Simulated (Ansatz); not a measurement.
**H₅OSbSi: a ladder of functionals and wavefunction methods**

The task here is to estimate one member of a computed series from the others.

The runs use Ansatz 0.2.0, Gaussian basis; functionals in def2-TZVPP, the program's frozen cores in correlated methods.

The runs, in order: LDA (SPW92), PBE-D4, revPBE-D4, BLYP-D4, r2SCAN-D4, B97M-V, PBE0-D4, B3LYP-D4, r2SCANh-D4, r2SCAN0-D4, HSE06-D4, BHLYP-D4, CAM-B3LYP-D4, LC-ωPBE, ωB97X-V, ωB97M-V, B2PLYP, PBE-QIDH; CCSD(T)/def2-SVP; CCSD(T)/def2-TZVPP; MP2/def2-QZVPP; extrapolation to the limit; RPA on PBE.

### The geometry

All runs share one geometry, relaxed beforehand with PBE0-D4 in a triple-zeta def2 set. Sb takes the def2 core potential; no spin-orbit term is included.

8 atoms, charge 0, spin multiplicity 1.

Atoms are counted from 1 here; the program's logs count them from 0.

Bond lengths: Si1–O2 1.633 Å, Si1–H4 1.488 Å, Si1–H5 1.493 Å, Si1–H6 1.486 Å, O2–Sb3 1.964 Å, Sb3–H7 1.714 Å, Sb3–H8 1.716 Å. Angles: O2–Si1–H4 110.7°, O2–Si1–H5 110.9°, O2–Si1–H6 109.1°, H4–Si1–H5 108.1°, H4–Si1–H6 108.9°, H5–Si1–H6 109.0°, Si1–O2–Sb3 132.6°, O2–Sb3–H7 93.4°, O2–Sb3–H8 94.6°, H7–Sb3–H8 90.4°.

Geometry (Å):

```mol
H5OSbSi
  3D, bonds by distance, orders not assigned

  8  7  0  0  0  0  0  0  0  0999 V2000
   -0.8776    1.0261   -0.3543 Si  0  0
    0.1082    0.0018    0.4501 O   0  0
    1.4169   -1.3334   -0.1528 Sb  0  0
   -2.2686    0.4982   -0.3922 H   0  0
   -0.4150    1.2166   -1.7604 H   0  0
   -0.8798    2.3415    0.3363 H   0  0
    2.3996   -1.1488    1.2388 H   0  0
    0.6084   -2.6590    0.5786 H   0  0
  1  2  8  0
  2  3  8  0
  1  4  8  0
  1  5  8  0
  1  6  8  0
  3  7  8  0
  3  8  8  0
M  END
```

The first run:

File in.yaml:

```yaml
crystal:
  periodic: [false, false, false]
  atoms:
    - {symbol: Si, position_ang: [-0.877601, 1.026110, -0.354250]}
    - {symbol: O, position_ang: [0.108207, 0.001751, 0.450136]}
    - {symbol: Sb, position_ang: [1.416930, -1.333419, -0.152825]}
    - {symbol: H, position_ang: [-2.268582, 0.498217, -0.392203]}
    - {symbol: H, position_ang: [-0.414993, 1.216610, -1.760411]}
    - {symbol: H, position_ang: [-0.879753, 2.341484, 0.336346]}
    - {symbol: H, position_ang: [2.399635, -1.148813, 1.238787]}
    - {symbol: H, position_ang: [0.608355, -2.659042, 0.578619]}
basis:
  gaussian: {orbitals: def2-TZVPP}
hamiltonian: {xc: lda}
output: {orbitals: {seedname: orbitals}}
```

Launch:

```bash
$ ansatz run in.yaml --threads 2 --pin off --events-out ev --progress --plain --max-ram 4352MiB
```

Among the steps run: LDA; PBE-D4 (GGA); revPBE-D4 (GGA); BLYP-D4 (GGA); r2SCAN-D4 (meta-GGA); B97M-V (meta-GGA); B3LYP-D4 (hybrid); r2SCANh-D4 (hybrid); r2SCAN0-D4 (hybrid); HSE06-D4 (hybrid); BHLYP-D4 (hybrid); CAM-B3LYP-D4 (range-separated); LC-ωPBE (range-separated); ωB97X-V (range-separated); ωB97M-V (range-separated); B2PLYP (double hybrid); PBE-QIDH (double hybrid).

One table of the session follows, with a row left open; its other results are not shown here.

It belongs to the step «Frontier levels by functional». 

| functional | HOMO (eV) | LUMO (eV) | gap (eV) |
| --- | --- | --- | --- |
| LDA (SPW92) | -6.53 | -2.47 | 4.06 |
| PBE-D4 | -6.40 | -2.23 | 4.17 |
| revPBE-D4 | -6.36 | -2.12 | 4.23 |
| BLYP-D4 | -6.30 | -2.12 | 4.18 |
| r2SCAN-D4 | -6.68 | -1.98 | 4.70 |
| B97M-V | -6.71 | -2.10 | 4.61 |
| PBE0-D4 | -7.52 | -1.42 | 6.10 |
| B3LYP-D4 | -7.35 | -1.64 | 5.72 |
| r2SCANh-D4 | -7.09 | -1.69 | 5.40 |
| r2SCAN0-D4 | -7.71 | -1.27 | 6.44 |
| HSE06-D4 | -7.13 | -1.79 | 5.34 |
| BHLYP-D4 | -8.53 | -0.58 | 7.95 |
| CAM-B3LYP-D4 | -8.81 | -0.44 | 8.36 |
| LC-ωPBE | -10.05 | 0.70 | 10.75 |
| ωB97X-V | -9.75 | 0.56 | 10.31 |
| ωB97M-V | ? | ? | ? |

Estimate the missing values for ωB97M-V.

As computed: HOMO (eV): -9.66; LUMO (eV): 0.33; gap (eV): 9.99. In the column «HOMO (eV)» it lies between ωB97X-V (-9.75) and CAM-B3LYP-D4 (-8.81).
